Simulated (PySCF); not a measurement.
# C7H6O (triplet): open-shell or spin-flip excitations

Wanted: open-shell or spin-flip excitations for C7H6O (triplet) (`[CH2]c1cccc([O])c1`).

Programs: PySCF 2.14.0, with routines of our own; each step states its level. All values are computed. Atoms count from 0.

## 1. The system as given

14 atoms, charge 0, multiplicity 3; geometry from: GFN2-xTB.

## 2. Open-shell or spin-flip excitations: unrestricted TDDFT wB97X-D/def2-SVPD

The job: settings as JSON, then the geometry in Å.

```
{"job": {"kind": "uabs", "xc": "wB97X-D", "basis": "def2-SVPD", "nstates": 10, "tda": false}, "charge": 0, "multiplicity": 3}
C      2.316839    -0.159871     0.059147
C      0.935782    -0.064965     0.022114
C      0.278996     1.204502     0.076986
C     -1.102325     1.303461     0.043403
C     -1.897508     0.186865    -0.045679
C     -1.313992    -1.142457    -0.109168
O     -2.013587    -2.162556    -0.191865
C      0.126270    -1.210760    -0.070228
H      2.932700     0.717817     0.130060
H      2.806305    -1.115103     0.018401
H      0.885638     2.094858     0.145518
H     -1.559743     2.282289     0.088256
H     -2.973764     0.256155    -0.072412
H      0.577709    -2.190707    -0.116700
```

With the program's defaults for keys left out, this is: unrestricted TDDFT wB97X-D/def2-SVPD, vertical, gas phase, core orbitals frozen in the response.

Command:

```
$ OMP_NUM_THREADS=1 python excited_run.py task.json out
```

The driver reads the jobs from task.json and runs them one after another.

What it wrote:

```text
coarse grid: 12408 points
cycle   1  E = -344.9116324256  dE =  1.693e+00  |g| = 5.745e-01  |ddm| = 6.531e+00
cycle   2  E = -344.7031089903  dE =  2.085e-01  |g| = 9.698e-01  |ddm| = 2.941e+00
cycle   3  E = -345.0717545184  dE = -3.686e-01  |g| = 5.306e-02  |ddm| = 1.871e+00
cycle   4  E = -345.0753364922  dE = -3.582e-03  |g| = 3.789e-02  |ddm| = 2.872e-01
cycle   5  E = -345.0769448064  dE = -1.608e-03  |g| = 1.753e-02  |ddm| = 1.394e-01
cycle   6  E = -345.0777918847  dE = -8.471e-04  |g| = 8.527e-03  |ddm| = 9.138e-02
cycle   7  E = -345.0780108239  dE = -2.189e-04  |g| = 3.478e-03  |ddm| = 5.235e-02
cycle   8  E = -345.0780389324  dE = -2.811e-05  |g| = 1.478e-03  |ddm| = 2.078e-02
cycle   9  E = -345.0780447761  dE = -5.844e-06  |g| = 9.114e-04  |ddm| = 7.287e-03
final grid: 121896 points
cycle  10  E = -345.1348766938  dE = -1.348e-04  |g| = 3.866e-03  |ddm| = 1.807e-01
cycle  11  E = -345.1348965285  dE = -1.983e-05  |g| = 2.714e-03  |ddm| = 2.358e-02
cycle  12  E = -345.1349033143  dE = -6.786e-06  |g| = 1.928e-03  |ddm| = 7.880e-03
cycle  13  E = -345.1349098069  dE = -6.493e-06  |g| = 7.790e-04  |ddm| = 8.019e-03
cycle  14  E = -345.1349110952  dE = -1.288e-06  |g| = 4.198e-04  |ddm| = 3.418e-03
cycle  15  E = -345.1349115184  dE = -4.232e-07  |g| = 1.529e-04  |ddm| = 2.391e-03
cycle  16  E = -345.1349115785  dE = -6.018e-08  |g| = 8.489e-05  |ddm| = 8.313e-04
cycle  17  E = -345.1349115997  dE = -2.120e-08  |g| = 3.429e-05  |ddm| = 5.362e-04
cycle  18  E = -345.1349116036  dE = -3.868e-09  |g| = 1.547e-05  |ddm| = 2.094e-04
cycle  19  E = -345.1349116042  dE = -5.731e-10  |g| = 6.412e-06  |ddm| = 9.023e-05
converged SCF energy = -345.1349116042

Static polarisability (au): isotropic 86.630, principal 49.250 89.381 121.260

<S^2> of the reference = 2.0919 (exact 2.0000)

Excitations
state   eV       nm        f      <S^2>   main configurations
  1   1.3234    936.9   0.00000   2.181   Hb->Lb 0.94
  2   3.1234    397.0   0.00892   2.074   H-1b->Lb 0.91
  3   3.9187    316.4   0.00424   2.120   Ha->La 0.41, H-1b->L+1b 0.33, H-2b->Lb 0.10
  4   4.3137    287.4   0.01684   2.116   H-2b->Lb 0.51, Ha->L+1a 0.14, H-1b->L+1b 0.13, H-1a->La 0.09
  5   4.3307    286.3   0.00002   2.191   Hb->L+1b 0.90
  6   4.7780    259.5   0.10658   2.146   Ha->La 0.41, H-2b->Lb 0.14, H-1b->L+1b 0.13, Ha->L+1a 0.12
  7   5.1766    239.5   0.00001   2.160   H-3b->Lb 0.85
  8   5.4070    229.3   0.08202   2.176   H-1b->L+1b 0.29, Ha->L+1a 0.29, H-1a->La 0.21
  9   5.4528    227.4   0.00007   2.265   H-4b->Lb 0.79
 10   5.5776    222.3   0.18917   2.384   H-1a->La 0.49, Ha->L+1a 0.20
```

Run time: 1.8 min. Hardware: 1 thread of Arm Neoverse V1, shared host; peak memory 0.81 GiB.

In short:

```csv
quantity,value
⟨S²⟩,2.092
```

Löwdin spin populations:

C0 0.52; C1 0.01; C2 0.33; C3 -0.06; C4 0.30; C5 0.03; O6 0.37; C7 0.40; H8 0.03; H9 0.03; H10 0.02; H11 -0.01; H12 0.01; H13 0.01

With diffuse functions Löwdin's scheme smears the spin, so small populations can have the wrong sign.

## 3. Open-shell or spin-flip excitations: collinear spin-flip TDA BHandHLYP/def2-SVP

The job, as its differences from that of step 2:

```diff
@@ -1,2 +1,2 @@
-{"job": {"kind": "uabs", "xc": "wB97X-D", "basis": "def2-SVPD", "nstates": 10, "tda": false}, "charge": 0, "multiplicity": 3}
+{"job": {"kind": "uabs", "xc": "BHandHLYP", "basis": "def2-SVP", "nstates": 8, "spin_flip": true}, "charge": 0, "multiplicity": 3}
 C      2.316839    -0.159871     0.059147
```

With the program's defaults for keys left out, this is: collinear spin-flip TDA BHandHLYP/def2-SVP, vertical, gas phase, core orbitals frozen in the response.

What it wrote:

```text
coarse grid: 12408 points
cycle   1  E = -344.8292290053  dE =  1.671e+00  |g| = 5.569e-01  |ddm| = 3.256e+00
cycle   2  E = -344.6385505503  dE =  1.907e-01  |g| = 9.230e-01  |ddm| = 2.244e+00
cycle   3  E = -344.9879683973  dE = -3.494e-01  |g| = 6.024e-02  |ddm| = 1.639e+00
cycle   4  E = -344.9932161898  dE = -5.248e-03  |g| = 4.616e-02  |ddm| = 1.339e-01
cycle   5  E = -344.9955890798  dE = -2.373e-03  |g| = 2.300e-02  |ddm| = 8.161e-02
cycle   6  E = -344.9970466538  dE = -1.458e-03  |g| = 1.188e-02  |ddm| = 8.081e-02
cycle   7  E = -344.9973923891  dE = -3.457e-04  |g| = 4.427e-03  |ddm| = 4.724e-02
cycle   8  E = -344.9974282804  dE = -3.589e-05  |g| = 1.848e-03  |ddm| = 1.229e-02
cycle   9  E = -344.9974369896  dE = -8.709e-06  |g| = 9.899e-04  |ddm| = 5.756e-03
final grid: 121896 points
cycle  10  E = -345.0457199558  dE = -2.138e-05  |g| = 1.839e-03  |ddm| = 1.886e-02
cycle  11  E = -345.0457217082  dE = -1.752e-06  |g| = 1.804e-03  |ddm| = 4.234e-03
cycle  12  E = -345.0457233992  dE = -1.691e-06  |g| = 4.864e-04  |ddm| = 2.548e-03
cycle  13  E = -345.0457238365  dE = -4.374e-07  |g| = 3.999e-04  |ddm| = 9.494e-04
cycle  14  E = -345.0457241725  dE = -3.360e-07  |g| = 1.362e-04  |ddm| = 1.326e-03
cycle  15  E = -345.0457242309  dE = -5.839e-08  |g| = 7.895e-05  |ddm| = 5.893e-04
cycle  16  E = -345.0457242406  dE = -9.659e-09  |g| = 2.389e-05  |ddm| = 2.404e-04
cycle  17  E = -345.0457242416  dE = -1.089e-09  |g| = 1.490e-05  |ddm| = 6.682e-05
cycle  18  E = -345.0457242420  dE = -3.917e-10  |g| = 5.918e-06  |ddm| = 4.263e-05
converged SCF energy = -345.0457242420

<S^2> of the reference = 2.1699 (exact 2.0000)

Spin-flip excitations, energies against the reference
state   eV       nm        f      <S^2>   main configurations
  1   1.0209        -   0.00000   2.380   Ha->L+1b 0.49, H-1a->Lb 0.39
  2   1.4045   3232.1   0.00000   0.315   Ha->Lb 0.77, H-1a->L+1b 0.10
  3   1.7527   1694.2   0.00000   1.273   H-2a->Lb 0.85
  4   1.9358   1355.2   0.00030   0.328   H-1a->Lb 0.44, Ha->L+1b 0.32
  5   3.7672    451.5   0.00861   0.998   H-3a->Lb 0.38, H-1a->L+1b 0.18, H-5a->Lb 0.12
  6   4.0798    405.3   0.00011   0.446   H-1a->L+1b 0.54, Ha->Lb 0.14, H-3a->Lb 0.11
  7   4.3401    373.5   0.00094   1.095   H-3a->L+1b 0.33, Ha->L+2b 0.16, H-9a->Lb 0.14
  8   5.5049    276.5   0.00001   1.253   H-2a->L+1b 0.70, H-4a->Lb 0.12
```

Wall time 17 s (1 thread of Arm Neoverse V1, shared host); peak memory 0.65 GiB.

The ⟨S²⟩ below is that of the reference state, of multiplicity 3.

Key values:

```csv
quantity,value
⟨S²⟩,2.170
```

## 4. Summary of results

| quantity | value |
| --- | --- |
| lowest and brightest state of nearly pure spin, of 10 (step 2, unrestricted TDDFT wB97X-D/def2-SVPD) | 1.32 eV; 4.78 eV, f = 0.107 |

**Reading.** States whose ⟨S²⟩ lies well above the reference's are mixtures of spin states, an artefact of the unrestricted response, and are left out of the summary. The spin-flip states are mixed in spin.
